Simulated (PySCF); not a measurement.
# ClI₂⁺: relaxation and vibrations of the singlet

Aim: relax ClI₂⁺ as a singlet from a PBE0 minimum start, check by its vibrations whether the end is a minimum, and collect its spectrum and constants.

Program: PySCF 2.14.0. Level of theory: PBE0, basis Cl def2-SVP, I def2-SVP with ECP28, scalar-relativistic core potentials, no spin–orbit coupling, density fitting. These are calculated values, not measurements.

## 1. Starting geometry

3 atoms, charge 1, spin multiplicity 1.

Bond lengths: Cl1–I2 2.430 Å, Cl1–I3 2.430 Å. Angles: I2–Cl1–I3 114.2°.

```xyz
3
charge 1 multiplicity 1
Cl    0.6303    0.9736    0.0000
I    -0.0868   -0.1341    2.0406
I    -0.0868   -0.1341   -2.0406
```

## 2. First SCF at the start

The steps below are one call of a driver around PySCF. For each, scf.py gives the equivalent set-up of the SCF; relaxations use the driver's own optimiser. After this first run the driver tries any further starts and a stability analysis.

Contents of scf.py:

```python
from pyscf import gto, scf, dft
mol = gto.M(atom='''
Cl     0.630326     0.973589    -0.000000
I     -0.086844    -0.134137     2.040627
I     -0.086844    -0.134137    -2.040627''',
    basis={'Cl': 'def2-SVP', 'I': 'def2-SVP'},
    ecp={'I': 'def2-SVP'},
    charge=1, spin=0)
mf = dft.RKS(mol, xc='PBE0')
mf.grids.atom_grid = (50, 194)
aux = {'Cl': 'def2-universal-JKFIT', 'I': 'def2-universal-JKFIT'}
mf = mf.density_fit(auxbasis=aux)
mf.conv_tol = 1e-08
mf.diis_space = 10
mf.max_cycle = 60
mf.init_guess = 'minao'
mf.verbose = 4
mf.kernel()
```

Command:

```sh
OMP_NUM_THREADS=2 python axn.py task.json out
```

The runs that follow: Relaxation: PBE0 minimum start, singlet; Is it a minimum? Harmonic modes.

Q: Predict the outcome of this session. Wanted: minimum; geometry; wavenumbers; dipole moment; highest occupied, lowest empty level; polar-tensor charge of Cl1; zero-point energy.

**Answer**, as computed:

| quantity | value |
| --- | --- |
| minimum | singlet, C2v |
| geometry | Cl–I 2.430 Å (×2); I–Cl–I 114.2° |
| wavenumbers (cm⁻¹) | 76 (a1), 281 (a1), 301 (b2) |
| dipole moment (centre of mass) | 0.11 D |
| highest occupied, lowest empty level | -13.22, -10.64 eV |
| polar-tensor charge of Cl1 | +0.26 e |
| zero-point energy | 3.9 kJ/mol |
| entropy at 298.15 K | 325.9 J/(mol K) |

In words: The PBE0 minimum start keeps its C2v symmetry and ends in a minimum. The strongest infrared band lies at 301 cm⁻¹ (b2). Only this shape and spin were tried, so other structures or states may lie lower. Spin–orbit coupling is left out.
